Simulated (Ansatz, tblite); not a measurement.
# The cluster Mo₃H₆S₈: a ladder of methods and basis sets

One table from this session's results is given with a row withheld; the runs are named, their logs left out.

Computed with Ansatz 0.2.0, Gaussian basis. Level: as each input shows.

The runs, in order: GFN1-xTB, GFN2-xTB, PBE-D4/def2-TZVP, r2SCAN-D4/def2-TZVP, BLYP-D4/def2-TZVP, PBE-QIDH/def2-TZVP, r2SCAN0-D4/def2-TZVP, PBE-D4/def2-SVP, PBE0-D4/def2-SVP, CCSD(T)/def2-SVP, MP2/def2-TZVP, RPA/def2-TZVP.

5 further runs of the same task are left out: 5 set aside as unsound or not needed.

## The structure

The geometry is that of the singlet, from an earlier relaxation (r2SCAN-D4/def2-SVP).

17 atoms, charge 0, spin multiplicity 1.

Bond lengths: Mo1–Mo2 2.455 Å, Mo1–S4 2.142 Å, Mo1–S6 2.349 Å, Mo1–S7 2.459 Å, Mo2–S5 2.260 Å, Mo2–S8 2.276 Å, Mo2–S9 2.300 Å, Mo3–S5 2.286 Å, Mo3–S7 2.518 Å, Mo3–S10 2.281 Å, Mo3–S11 2.312 Å, S6–H12 1.360 Å, S7–H13 1.360 Å, S8–H14 1.394 Å, S9–H15 1.369 Å, S10–H16 1.368 Å, S11–H17 1.363 Å. Angles: Mo2–Mo1–S4 103.9°, Mo2–Mo1–S6 99.2°, Mo2–Mo1–S7 119.8°, S4–Mo1–S6 117.9°, S4–Mo1–S7 115.5°, S6–Mo1–S7 100.2°, Mo1–Mo2–S5 109.9°, Mo1–Mo2–S8 102.5°, Mo1–Mo2–S9 104.0°, S5–Mo2–S8 110.6°, S5–Mo2–S9 113.4°, S8–Mo2–S9 115.5°, S5–Mo3–S7 136.3°, S5–Mo3–S10 109.4°, S5–Mo3–S11 93.5°, S7–Mo3–S10 113.7°, S7–Mo3–S11 80.0°, S10–Mo3–S11 108.6° and more.

Mo takes a core potential in the def2 sets. No spin-orbit coupling is included.

PBE0-D4/def2-TZVP was run before; its log isn't repeated, and its numbers join the tables.

Set-up of the first run:

Tight binding, by tblite at 300 K electronic temperature and without a spin-polarisation term:

```python
tblite.interface.Calculator('GFN1-xTB', numbers, positions, charge=0, uhf=0).singlepoint()
```

Tight binding, by tblite at 300 K electronic temperature and without a spin-polarisation term:

```python
tblite.interface.Calculator('GFN2-xTB', numbers, positions, charge=0, uhf=0).singlepoint()
```

start.molden holds the orbitals of an earlier run on this state, given as this run's starting guess.

File in.yaml:

```yaml
crystal:
  periodic: [false, false, false]
  atoms:
    - {symbol: Mo, position_ang: [-0.870361, 0.063250, 0.856877]}
    - {symbol: Mo, position_ang: [0.026793, 1.387541, -1.005314]}
    - {symbol: Mo, position_ang: [0.975843, -1.205108, -0.547952]}
    - {symbol: S, position_ang: [0.057333, 0.915477, 2.589147]}
    - {symbol: S, position_ang: [1.097471, 0.034715, -2.464772]}
    - {symbol: S, position_ang: [-3.162753, 0.460512, 0.530579]}
    - {symbol: S, position_ang: [-0.833637, -2.392477, 0.738608]}
    - {symbol: S, position_ang: [1.503645, 2.767459, 0.039983]}
    - {symbol: S, position_ang: [-1.825183, 2.414629, -1.903164]}
    - {symbol: S, position_ang: [2.951428, -1.049859, 0.580635]}
    - {symbol: S, position_ang: [0.933417, -3.218468, -1.683316]}
    - {symbol: H, position_ang: [-3.459803, 0.398272, 1.856414]}
    - {symbol: H, position_ang: [-0.155854, -2.431299, 1.916645]}
    - {symbol: H, position_ang: [1.215375, 2.377615, 1.346731]}
    - {symbol: H, position_ang: [-2.827422, 2.153747, -1.008544]}
    - {symbol: H, position_ang: [2.680680, 0.244302, 0.931970]}
    - {symbol: H, position_ang: [1.693009, -2.920289, -2.774548]}
basis:
  gaussian: {orbitals: def2-TZVP, fitting: {mean_field: def2-universal-jkfit}, initial_orbitals: start.molden}
hamiltonian: {xc: pbe, dispersion: d4}
scf: {omitted_lower_state_checks: [starts]}
output: {forces: true, orbitals: {seedname: orbitals}}
```

Started as:

```bash
$ ansatz run in.yaml --threads 2 --pin off --events-out ev --progress --plain --max-ram 32768MiB --backend cuda --devices 0, --max-vram 18GiB
```

Among the steps run: PBE-D4/def2-TZVP; r2SCAN-D4/def2-TZVP; BLYP-D4/def2-TZVP; PBE-QIDH/def2-TZVP; r2SCAN0-D4/def2-TZVP; PBE-D4/def2-SVP; PBE0-D4/def2-SVP; CCSD(T)/def2-SVP; MP2/def2-TZVP; RPA/def2-TZVP.

One of the session's tables, all rows but one given; the rest of the session is left out.

It belongs to the step «Binding energy». 

| level | binding an atom (eV) |
| --- | --- |
| HF/def2-SVP | 1.305 |
| HF/def2-TZVP | 1.334 |
| PBE-D4/def2-SVP | 3.595 |
| PBE-D4/def2-TZVP | 3.592 |
| BLYP-D4/def2-TZVP | 3.538 |
| r2SCAN-D4/def2-TZVP | 3.378 |
| PBE0-D4/def2-SVP | 3.290 |
| PBE0-D4/def2-TZVP | 3.301 |
| r2SCAN0-D4/def2-TZVP | 3.134 |
| MP2/def2-SVP | 3.354 |
| MP2/def2-TZVP | 3.539 |
| CCSD/def2-SVP | 2.850 |
| CCSD(T)/def2-SVP | ? |

Q: Estimate the row for CCSD(T)/def2-SVP from the others.

The run gave: binding an atom (eV): 3.089. In the column «binding an atom (eV)» it lies between CCSD/def2-SVP (2.850) and r2SCAN0-D4/def2-TZVP (3.134).

To keep in mind: Free atoms were run apart at each level; binding is atoms less cluster, divided by the number of atoms, without zero-point or spin-orbit terms.
